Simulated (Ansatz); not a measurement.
# USVWN5/cc-pVDZ run of GaSiH4O (SMILES [SiH3][O][GaH])

What is the electronic atomisation energy of GaSiH4O at USVWN5/cc-pVDZ? 

Program for the calculation: Ansatz 0.2.0.

72 further runs of the same task are left out: 72 set aside as unsound or not needed.

### 1 The system as given

GaSiH4O: 7 atoms, total charge 0, spin state doublet. As SMILES, `[SiH3][O][GaH]`. Geometry: relaxed at PBE0-D4/def2-TZVP. This is one conformer, not always the lowest.

Bond lengths: Si1–O2 1.632 Å, O2–Ga3 1.793 Å, Si1–H4 1.488 Å, Si1–H5 1.491 Å, Si1–H6 1.488 Å, Ga3–H7 1.605 Å. Angles: Si1–O2–Ga3 142.9°, O2–Si1–H4 109.9°, O2–Si1–H5 111.5°, O2–Si1–H6 109.9°, O2–Ga3–H7 113.7°, H4–Si1–H5 108.4°, H4–Si1–H6 108.7°, H5–Si1–H6 108.3°.

### 2 The energy at USVWN5/cc-pVDZ

run.yaml reads:

```yaml
basis:
  gaussian: {orbitals: cc-pVDZ}
crystal:
  periodic: [false, false, false]
  atoms:
    - symbol: Si
      position_ang: [-0.907100, 0.576700, -0.244500]
    - symbol: O
      position_ang: [0.281700, -0.375400, 0.340400]
    - symbol: Ga
      position_ang: [1.972300, -0.895800, 0.047800]
    - symbol: H
      position_ang: [-2.099000, -0.248300, -0.578700]
    - symbol: H
      position_ang: [-0.473700, 1.297400, -1.475800]
    - symbol: H
      position_ang: [-1.295700, 1.586500, 0.776300]
    - symbol: H
      position_ang: [2.521500, -1.941000, 1.134400]
magnetization: {spin_polarized: true, initial_magnetization: 1}
hamiltonian: {xc: {name: SVWN5}}
accuracy: high
output: {orbitals: {seedname: orbitals}}
```

On the command line:

```console
$ ansatz run run.yaml --threads 1 --pin off --max-ram 3480MiB --events-out events.jsonl --progress --plain --runs-dir runs
```

Output:

```text
Warning: RAYON_NUM_THREADS=1 ignored (pool sized by the plan → 1); use --threads N
Functional definition: SVWN5
  name "SVWN5"
  exchange = slater_x
  correlation = vwn5_c
1787 factors; integrals over basis functions are off by at most 4.7e-9 eV
mean field evaluation 1: about -62230.6455 eV, gradient 4.3e1 eV
mean field evaluation 2: about -62123.7019 eV, gradient 1.3e2 eV
mean field evaluation 4: about -62237.3631 eV, gradient 6.8e0 eV
mean field evaluation 8: about -62237.7438 eV, gradient 4.9e-1 eV
mean field evaluation 16: about -62237.7449 eV, gradient 7.0e-5 eV
mean field -62237.74488893 eV, -2287.1949384093 hartree, gradient 4.0e-8 eV, S^2 0.751743; 0 other end points of the search recorded, 0 dependent functions left out
reference -62237.74489239 eV, -2287.1949385367 hartree; 29, 28 occupied and 50, 51 virtual orbitals, 1787 factors
Total energy: -62237.74489239 eV, -2287.1949385367 hartree
```

Wall time 6.6 s (1 thread of Arm Neoverse V1, shared host); peak memory 0.22 GiB.

### 3 The Ga atom

run.yaml reads:

```yaml
crystal:
  periodic: [false, false, false]
  atoms:
    - {symbol: Ga, position_ang: [0.000000, 0.000000, 0.000000]}
basis:
  gaussian:
    orbitals: cc-pVDZ
magnetization:
  spin_polarized: true
  initial_magnetization: 1
hamiltonian:
  xc: {name: SVWN5}
accuracy: high
```

On the command line:

```console
$ ansatz run run.yaml --threads 1 --pin off --max-ram 3480MiB --events-out events.jsonl --progress --plain --runs-dir runs
```

Output:

```text
Warning: RAYON_NUM_THREADS=1 ignored (pool sized by the plan → 1); use --threads N
[... 4 set-up lines as earlier in the session ...]
255 factors; integrals over basis functions are off by at most 4.4e-9 eV
mean field evaluation 1: about -52293.4166 eV, gradient 3.8e0 eV
mean field evaluation 2: about -52293.4247 eV, gradient 2.8e0 eV
mean field evaluation 4: about -52293.4867 eV, gradient 5.8e-1 eV
mean field evaluation 8: about -52293.4900 eV, gradient 7.2e-4 eV
mean field evaluation 16: about -52293.4900 eV, gradient 3.3e-8 eV
mean field evaluation 32: about -52293.4900 eV, gradient 6.8e-5 eV
mean field -52293.48996287 eV, -1921.7503103350 hartree, gradient 3.3e-8 eV, S^2 0.750841; 2 other end points of the search recorded, 0 dependent functions left out
reference -52293.48996462 eV, -1921.7503103993 hartree; 16, 15 occupied and 11, 12 virtual orbitals, 255 factors
Total energy: -52293.48996462 eV, -1921.7503103993 hartree
```

Wall time 1.4 s (1 thread of Arm Neoverse V1, shared host).

### 4 The H atom at the same level

run.yaml reads:

```yaml
basis:
  gaussian:
    orbitals: cc-pVDZ
crystal:
  periodic: [false, false, false]
  atoms:
    - {symbol: H, position_ang: [0.000000, 0.000000, 0.000000]}
magnetization:
  spin_polarized: true
  initial_magnetization: 1
hamiltonian:
  xc: {name: SVWN5}
accuracy: high
```

Run the same way, it converges to -0.47747 Eh (log not shown).

### 5 The O atom, same level

job.yaml reads:

```yaml
crystal:
  periodic: [false, false, false]
  atoms:
    - {symbol: O, position_ang: [0.000000, 0.000000, 0.000000]}
basis:
  gaussian: {orbitals: cc-pVDZ}
magnetization: {spin_polarized: true, initial_magnetization: 2}
hamiltonian: {xc: {name: SVWN5}}
accuracy: high
```

On the command line:

```console
$ ansatz run job.yaml --threads 1 --pin off --max-ram 3480MiB --events-out events.jsonl --progress --plain --runs-dir runs
```

Output:

```text
Warning: RAYON_NUM_THREADS=1 ignored (pool sized by the plan → 1); use --threads N
[... 4 set-up lines as earlier in the session ...]
96 factors; integrals over basis functions are off by at most 1.3e-9 eV
mean field evaluation 1: about -2026.9323 eV, gradient 6.9e0 eV
mean field evaluation 2: about -2026.9769 eV, gradient 5.8e0 eV
mean field evaluation 4: about -2027.1000 eV, gradient 3.8e-1 eV
mean field evaluation 8: about -2027.1003 eV, gradient 1.3e-4 eV
mean field evaluation 16: about -2027.1002 eV, gradient 6.4e-2 eV
mean field evaluation 32: about -2027.1003 eV, gradient 3.6e-8 eV
mean field -2027.10027285 eV, -74.4945610093 hartree, gradient 3.6e-8 eV, S^2 2.001710; 2 other end points of the search recorded, 0 dependent functions left out
reference -2027.10027345 eV, -74.4945610313 hartree; 5, 3 occupied and 9, 11 virtual orbitals, 96 factors
Total energy: -2027.10027345 eV, -74.4945610313 hartree
```

Run time: 0.32 s. Hardware: 1 thread of Arm Neoverse V1, shared host.

### 6 The Si atom at the same level

job.yaml reads:

```yaml
crystal:
  periodic: [false, false, false]
  atoms:
    - {symbol: Si, position_ang: [0.000000, 0.000000, 0.000000]}
basis:
  gaussian:
    orbitals: cc-pVDZ
hamiltonian:
  xc: {name: SVWN5}
accuracy: high
magnetization:
  spin_polarized: true
  initial_magnetization: 2
```

Run the same way, it converges to -288.20126 Eh (log not shown).

### 7 Outcome

At USVWN5/cc-pVDZ:

```
                                    quantity           value
                      molecule: total energy  -2287.19494 Eh
molecule: HOMO energy (highest over α and β)        -4.98 eV
 molecule: LUMO energy (lowest over α and β)        -4.01 eV
                              molecule: ⟨S²⟩           0.752
                       Ga atom: total energy  -1921.75031 Eh
                               Ga atom: ⟨S²⟩           0.751
                        H atom: total energy     -0.47747 Eh
                                H atom: ⟨S²⟩           0.750
                        O atom: total energy    -74.49456 Eh
                                O atom: ⟨S²⟩           2.002
                       Si atom: total energy   -288.20126 Eh
                               Si atom: ⟨S²⟩           2.001
               electronic atomisation energy       22.829 eV
```

In words: Taking the molecule apart into free atoms costs 22.83 eV (526 kcal/mol), before zero-point energy and without spin-orbit coupling.
